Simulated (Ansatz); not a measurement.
This script for Ansatz 0.2.0, Python API starts 3 runs on Sb, space group I4/mmm. What input does the engine get in each?

`run_xc.py`:
```python
"""One structure of Sb under several functionals."""

import warnings

import ansatz as az
import pandas as pd


def main() -> None:
    warnings.simplefilter("ignore", az.DeckWarning)

    crystal = (
        az.Lattice.from_parameters(3.15308037, 3.15308037, 5.42387686, alpha=90, beta=90, gamma=90)
        .space_group(139, hermann_mauguin="I4/mmm")
        .atom("Sb", [0.0, 0.0, 0.0])
        .primitive()
    )

    model = (
        crystal.calculation()
        .pseudopotentials("paw")
        .kpoints(11)
        .occupations(az.OccupationsMethod.COLD, width=0.05)
    )

    rows = []
    for value in ["pbesol", "lda", "blyp"]:
        summary = model.functional(value).run(threads=1, backend="cpu").report
        rows.append((value, summary["free_energy_ev"] / len(summary["lattice"]["sites"]), summary["n_iterations"], summary["n_kpoints"]))

    table = pd.DataFrame(rows, columns=["functional", "F/atom (eV)", "iterations", "k-points"])
    print(table.round(5).to_string(index=False))


if __name__ == "__main__":
    main()
```

Run 1:
```yaml
crystal:
  lattice:
    a: 3.15308037
    b: 3.15308037
    c: 5.42387686
    alpha: 90.0
    beta: 90.0
    gamma: 90.0
  space_group: 139
  setting:
    hermann_mauguin: I4/mmm
  atoms:
    - { symbol: Sb, position: [0.0, 0.0, 0.0] }
  reduce_to_primitive: true
kpoints:
  mp_grid:
    grid: [11, 11, 11]
hamiltonian:
  xc: pbesol
  pseudopotentials:
    kind: paw
scf:
  occupations:
    method: cold
    width: 0.05
```

Run 2, against run 1:
```diff
-  xc: pbesol
+  xc: lda
```

Run 3, against run 1:
```diff
-  xc: pbesol
+  xc: blyp
```

`python run_xc.py` gives:
```text
functional  F/atom (eV)  iterations  k-points
    pbesol  -6407.82953           5       126
       lda  -6335.53997           6       126
      blyp  -6500.69338           7       126
```

Caveats:
- BLYP can be off by several per cent in the lattices of metals, and by several GPa in the pressure at a fixed cell.
- For a metal this k-point mesh is coarse: on a finer one energies can move by several to tens of meV an atom and pressures by half a GPa or more, differences at one mesh by less.
- This isn't the structure that Sb takes at ambient conditions.
- Total energies of different functionals can't be compared; pressures, moments and gaps at this one structure can.
- Wall time of the script: 4.9 s on 1 thread of Arm Neoverse V2 (shared host), peak memory 0.42 GiB.

(Lines on the test bed's own set-up are left out of the output.)
